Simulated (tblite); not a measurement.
# C4H11NSi2: the cost of one run

The runs use tblite 0.8.0 and PySCF 2.14.0, with density-fitted response routines of our own; the level of theory stands in each step. All values are computed, except where a source is named. Atoms count from 0, in the outputs and in this text.

## 1. The molecule as given

18 atoms, charge 0, multiplicity 1; geometry from: force field or distance geometry start.

Bonds of the start (Å): C0–C1 1.22, C1–Si2 1.86, Si2–C3 1.90, C3–N4 1.48, N4–C5 1.48, N4–Si6 1.72, C0–H7 1.06, Si2–H8 1.49, Si2–H9 1.49, C3–H10 1.11, C3–H11 1.10, C5–H12 1.09, C5–H13 1.10, C5–H14 1.10, Si6–H15 1.49, Si6–H16 1.48, Si6–H17 1.47.

## 2. Relaxing the molecule with GFN2-xTB

Job settings and geometry (Å):

```
{"job": {"kind": "relax", "xc": "GFN2-xTB", "basis": "xTB"}, "charge": 0, "multiplicity": 1}
C      4.144000    -0.493100     1.140700
C      3.055400    -0.028400     0.854100
Si     1.388500     0.680500     0.433500
C      0.138000    -0.674000    -0.010500
N     -1.229500    -0.243700    -0.384500
C     -1.260800     0.226200    -1.786100
Si    -2.407900     0.286700     0.747100
H      5.097100    -0.888600     1.393300
H      0.878200     1.475900     1.582500
H      1.519900     1.608100    -0.722200
H      0.064100    -1.354500     0.862600
H      0.565900    -1.303400    -0.798000
H     -2.282100     0.219400    -2.174300
H     -0.667300    -0.426900    -2.445200
H     -0.872400     1.256800    -1.873700
H     -2.279900    -0.559200     1.972500
H     -3.744400     0.150000     0.133200
H     -2.115700     1.694500     1.063600
```

Started as:

```sh
$ OMP_NUM_THREADS=1 python probes_run.py task.json out
```

One launch serves the whole session: the jobs run in the order shown.

Q: Estimate the wall time and peak memory of this first job on 1 thread of Intel Xeon at 2.50GHz, shared host.

About 2.8 s, with a peak of 0.18 GiB.
